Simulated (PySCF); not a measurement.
# Bi(SH)3: other functionals and bases at one geometry

One table from this session's results is given with a row withheld; the runs are named, their logs left out.

Computed with PySCF 2.14.0. Level: several levels, as the steps say, no spin–orbit coupling.

1 further run of the same task is left out (for a known fault of the program).

## Starting geometry

7 atoms, charge 0, spin multiplicity 1.

Bond lengths: Bi1–S2 2.558 Å, Bi1–S4 2.558 Å, Bi1–S6 2.558 Å, S2–H3 1.353 Å, S4–H5 1.353 Å, S6–H7 1.353 Å. Angles: S2–Bi1–S4 96.2°, S2–Bi1–S6 96.2°, S4–Bi1–S6 96.2°, Bi1–S2–H3 90.9°, Bi1–S4–H5 90.9°, Bi1–S6–H7 90.9°.

Coordinates:

```xyz
7

Bi    0.0000    0.0000   -0.3083
S     2.1750   -0.3135    1.0005
H     1.8373    0.6880    1.8445
S    -0.8160    2.0403    1.0005
H    -1.5145    1.2471    1.8445
S    -1.3590   -1.7268    1.0005
H    -0.3228   -1.9351    1.8445
```

Formal oxidation states: Bi +3. An earlier session relaxed this geometry at PBE0, Bi def2-SVP with ECP60, S def2-SVP, H def2-SVP (singlet, point group C3).

At PBE0 on the finer grid: E = -1410.293287 Eh, HOMO -7.04 eV, LUMO -1.72 eV, Mulliken charge on Bi1 +0.62 e, largest force component 0.004 eV/Å. 

Levels to run: revPBE; HF; PBE0, TZVP. Hardware: 2 threads of Arm Neoverse V1, shared host.

Set-up of the first run:

Input file run.py (the lines that set the calculation):

```python
mol = gto.M(atom='''
Bi     0.00000     0.00000    -0.30831
S      2.17497    -0.31348     1.00051
H      1.83728     0.68804     1.84447
S     -0.81600     2.04032     1.00051
H     -1.51450     1.24711     1.84447
S     -1.35897    -1.72684     1.00051
H     -0.32278    -1.93515     1.84447''',
    basis={'Bi': 'def2-SVP', 'S': 'def2-SVP', 'H': 'def2-SVP'},
    ecp={'Bi': 'def2-SVP'},
    charge=0, spin=0)
mf = dft.RKS(mol, xc='PBE_R,PBE')
mf.grids.atom_grid = (75, 302)
mf = mf.density_fit()  # fitting sets: Bi def2-universal-JKFIT, S def2-universal-JKFIT, H def2-universal-JKFIT
mf.conv_tol = 1e-08; mf.max_cycle = 55
mf.kernel(dm0)  # dm0: the density of the relaxed state
```

Command:

```console
$ OMP_NUM_THREADS=2 python run.py
```

Among the steps run: revPBE; HF; PBE0, TZVP.

One table of the session follows, with a row left open; its other results are not shown here.

```
              level  HOMO (eV)  gap (eV)  charge on Bi1 (e)  dipole (D)  largest force component (eV/Å)
PBE0 (relaxed here)      -7.04      5.32               0.62        1.37                            0.00
             revPBE      -5.82      3.48               0.58        1.31                            0.56
                 HF      -9.48     10.93               0.80        1.66                            0.49
         PBE0, TZVP          ?         ?                  ?           ?                               ?
```

Q: Estimate the row for PBE0, TZVP from the others.

The run gave: HOMO (eV): -7.17; gap (eV): 5.24; charge on Bi1 (e): 0.71; dipole (D): 1.56; largest force component (eV/Å): 0.56. In the column «HOMO (eV)» it lies between HF (-9.48) and PBE0 (relaxed here) (-7.04).

In one basis the HOMO–LUMO gap runs from 3.48 eV (revPBE) to 10.93 eV (HF). The largest leftover force, 0.56 eV/Å with revPBE, stands at a geometry relaxed at another level. Total energies of different levels can't be compared.
